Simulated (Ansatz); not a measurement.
**C3H12ClN3Zr: a ladder of functionals and wavefunction methods**

The task here is to estimate one member of a computed series from the others.

Method: functionals in def2-TZVPP, the program's frozen cores in correlated methods; program: Ansatz 0.2.0, Gaussian basis.

Levels to be run: LDA (SPW92), PBE-D4, revPBE-D4, BLYP-D4, r2SCAN-D4, B97M-V, PBE0-D4, B3LYP-D4, r2SCANh-D4, r2SCAN0-D4, HSE06-D4, BHLYP-D4, CAM-B3LYP-D4, LC-ωPBE, ωB97X-V, ωB97M-V, B2PLYP, PBE-QIDH; CCSD(T)/def2-SVP; CCSD(T)/def2-TZVPP; MP2/def2-QZVPP; extrapolation to the limit; RPA on PBE.

2 further runs of the same task are left out: 2 for a known fault of the program. Runs told in other sessions of the task aren't counted.

## The relaxed structure

An earlier PBE0-D4 in a triple-zeta def2 set relaxation fixed the geometry. Zr takes the def2 core potential; no spin-orbit term is included.

SMILES `C[NH][Zr]([Cl])([NH]C)[NH]C`, 20 atoms, charge 0, spin multiplicity 1.

Atoms are counted from 1 here; the program's logs count them from 0.

Bond lengths: C1–N2 1.450 Å, C1–H9 1.096 Å, C1–H10 1.096 Å, C1–H11 1.097 Å, N2–Zr3 2.024 Å, N2–H12 1.011 Å, Zr3–Cl4 2.407 Å, Zr3–N5 2.024 Å, Zr3–N7 2.024 Å, N5–C6 1.449 Å, N5–H13 1.011 Å, C6–H14 1.096 Å, C6–H15 1.097 Å, C6–H16 1.096 Å, N7–C8 1.449 Å, N7–H17 1.011 Å, C8–H18 1.096 Å, C8–H19 1.096 Å and more. Angles: N2–C1–H9 112.6°, N2–C1–H10 110.2°, N2–C1–H11 112.3°, H9–C1–H10 106.5°, H9–C1–H11 108.1°, H10–C1–H11 106.8°, C1–N2–Zr3 122.6°, C1–N2–H12 112.0°, Zr3–N2–H12 125.3°, N2–Zr3–Cl4 111.7°, N2–Zr3–N5 107.1°, N2–Zr3–N7 107.1°, Cl4–Zr3–N5 111.8°, Cl4–Zr3–N7 111.8°, N5–Zr3–N7 107.1°, Zr3–N5–C6 122.5°, Zr3–N5–H13 125.4°, C6–N5–H13 112.0° and more.

Set-up of the first run:

in.yaml reads:

```yaml
crystal:
  periodic: [false, false, false]
  atoms:
    - {symbol: C, position_ang: [1.934320, 0.450198, -2.309233]}
    - {symbol: N, position_ang: [1.641044, -0.119505, -1.009047]}
    - {symbol: Zr, position_ang: [-0.214693, -0.093423, -0.201574]}
    - {symbol: Cl, position_ang: [-1.881855, -0.825678, -1.775486]}
    - {symbol: N, position_ang: [-0.560918, 1.796785, 0.433972]}
    - {symbol: C, position_ang: [-1.865362, 2.239764, 0.884761]}
    - {symbol: N, position_ang: [-0.163744, -1.273158, 1.442210]}
    - {symbol: C, position_ang: [-0.135295, -2.720050, 1.360436]}
    - {symbol: H, position_ang: [2.264084, -0.303279, -3.034145]}
    - {symbol: H, position_ang: [1.035174, 0.915066, -2.729712]}
    - {symbol: H, position_ang: [2.701597, 1.232273, -2.258214]}
    - {symbol: H, position_ang: [2.447154, -0.576032, -0.605014]}
    - {symbol: H, position_ang: [0.110108, 2.552342, 0.415006]}
    - {symbol: H, position_ang: [-2.573768, 1.403347, 0.873202]}
    - {symbol: H, position_ang: [-1.843241, 2.622549, 1.912387]}
    - {symbol: H, position_ang: [-2.291363, 3.018183, 0.240740]}
    - {symbol: H, position_ang: [-0.222870, -0.948588, 2.397570]}
    - {symbol: H, position_ang: [-1.028452, -3.183918, 1.795446]}
    - {symbol: H, position_ang: [-0.097486, -3.038801, 0.312390]}
    - {symbol: H, position_ang: [0.745536, -3.148073, 1.854296]}
basis:
  gaussian: {orbitals: def2-TZVPP}
hamiltonian: {xc: lda}
output: {orbitals: {seedname: orbitals}}
```

Started as:

```console
$ ansatz run in.yaml --threads 5 --pin off --events-out ev --progress --plain --max-ram 66560MiB --backend cuda --devices 0, --max-vram 37GiB
```

Among the steps run: LDA; PBE-D4 (GGA); revPBE-D4 (GGA); BLYP-D4 (GGA); r2SCAN-D4 (meta-GGA); B97M-V (meta-GGA); B3LYP-D4 (hybrid); r2SCANh-D4 (hybrid); r2SCAN0-D4 (hybrid); HSE06-D4 (hybrid); BHLYP-D4 (hybrid); CAM-B3LYP-D4 (range-separated); LC-ωPBE (range-separated); ωB97X-V (range-separated); ωB97M-V (range-separated); B2PLYP (double hybrid); PBE-QIDH (double hybrid).

One table of the session follows, with a row left open; its other results are not shown here.

It belongs to the step «Frontier levels by functional». 

| functional | HOMO (eV) | gap (eV) |
| --- | --- | --- |
| LDA (SPW92) | -5.55 | 4.20 |
| PBE-D4 | -5.40 | 4.27 |
| revPBE-D4 | -5.34 | 4.30 |
| BLYP-D4 | -5.29 | 4.27 |
| r2SCAN-D4 | -5.65 | 4.73 |
| B97M-V | -5.76 | 4.79 |
| PBE0-D4 | -6.70 | 6.42 |
| B3LYP-D4 | -6.48 | 5.97 |
| r2SCANh-D4 | -6.14 | 5.53 |
| r2SCAN0-D4 | ? | ? |
| HSE06-D4 | -6.30 | 5.64 |
| BHLYP-D4 | -7.93 | 8.46 |
| CAM-B3LYP-D4 | -8.09 | 8.77 |
| LC-ωPBE | -9.46 | 11.17 |
| ωB97X-V | -9.12 | 10.66 |
| ωB97M-V | -9.03 | 10.04 |

Estimate the missing values for r2SCAN0-D4.

Worked estimate for «HOMO (eV)». Against the share of exact exchange, r2SCAN-D4 (0, -5.65), r2SCANh-D4 (0.1, -6.14) give a slope of -4.90 per unit share; at 0.25 the line stands at -6.87.

**Answer.** HOMO (eV): -6.88; gap (eV): 6.74. In «HOMO (eV)» the line misses by +0.01.
